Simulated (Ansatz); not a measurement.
**AlAsH (doublet): wave-function methods side by side, cc-pVDZ**

The task here is to estimate one member of a computed series from the others.

Method: cc-pVDZ, core rule «outside noble gas», up to 19 orbitals frozen; program: Ansatz 0.2.0, Gaussian basis.

To be run: UHF; CCSD(T) on ROHF; CCSD(T) on UHF; BCCD(T) on ROHF; CISD; CCSDT(Q) on ROHF; CCSDT(Q) on UHF; CCSDTQ on ROHF; CCSDTQ on UHF; CASSCF and MRCISD+Q, 9 electrons in 9 orbitals; CASSCF and NEVPT2, 9 electrons in 9 orbitals.

15 further runs of the same task are left out: 10 for a known fault of the program, 5 set aside as unsound or not needed.

### The geometry

The geometry is a PBE0/def2-TZVP stationary point (not a proven minimum) of the parent state, kept for this charge and spin. No spin-orbit coupling is included. The filled d shell of As may be among the frozen orbitals whatever the setting's name suggests; the logs give the count.

3 atoms, charge 0, spin multiplicity 2.

Atoms are counted from 1 here; the program's logs count them from 0.

Bond lengths: Al1–As2 2.506 Å, As2–H3 1.536 Å. Angles: Al1–As2–H3 97.9°.

The first run:

Contents of in.yaml:

```yaml
crystal:
  periodic: [false, false, false]
  atoms:
    - {symbol: Al, position_ang: [0.000000, 0.029431, 1.850804]}
    - {symbol: As, position_ang: [0.000000, -0.030581, -0.654394]}
    - {symbol: H, position_ang: [0.000000, 1.485283, -0.902155]}
basis:
  gaussian: {orbitals: cc-pVDZ}
magnetization: {spin_polarized: true, initial_magnetization: 1}
hamiltonian: {xc: hf}
output: {orbitals: {seedname: orbitals}}
```

On the command line:

```bash
$ ansatz run in.yaml --threads 1 --pin off --events-out ev --progress --plain --max-ram 4096MiB --backend cpu
```

Steps of the session up to this table: UHF; CCSD(T) on ROHF; CCSD(T) on UHF; BCCD(T) on ROHF; CISD; CCSDT(Q) on ROHF; CCSDT(Q) on UHF; CCSDTQ on ROHF; CCSDTQ on UHF; CASSCF and MRCISD+Q, 9 electrons in 9 orbitals; CASSCF and NEVPT2, 9 electrons in 9 orbitals.

One table of the session follows, with a row left open; its other results are not shown here.

```
          method  from RCCSDTQ (meV)
            ROHF             +4754.2
             UHF             +4652.0
            RMP2             +1076.4
            UMP2                   ?
            CISD              +537.6
           RCCSD              +172.3
           UCCSD              +169.6
        RCCSD(T)               +37.5
        UCCSD(T)               +36.4
         BCCD(T)               +37.3
          RCCSDT                +9.2
       RCCSDT(Q)                +0.9
         RCCSDTQ                   0
  CASSCF valence             +3056.8
  NEVPT2 valence              +798.2
  MRCISD valence              +225.4
MRCISD+Q valence               +28.3
```

Estimate the missing values for UMP2.

As computed: from RCCSDTQ (meV): +1162.2. In the column «from RCCSDTQ (meV)» it lies between RMP2 (+1076.4) and CASSCF valence (+3056.8).

Some runs used a GPU and others CPU threads alone; cost is compared among the CPU runs only.

Among the levels timed on like hardware, those that no quicker one beats, quickest first: CISD (2.9 s, +537.6 meV); MRCISD+Q valence (8.5 s, +28.3 meV); RCCSDT(Q) (24 s, +0.9 meV).

Limits of these values: Of the multireference levels listed MRCISD+Q valence comes nearest in total energy (+28.3 meV), which doesn't show that its space is the better one. Restricted and unrestricted rows rest on different reference determinants; where their highest levels disagree by more than a few hundredths of an eV, they describe different states and don't form one ladder.
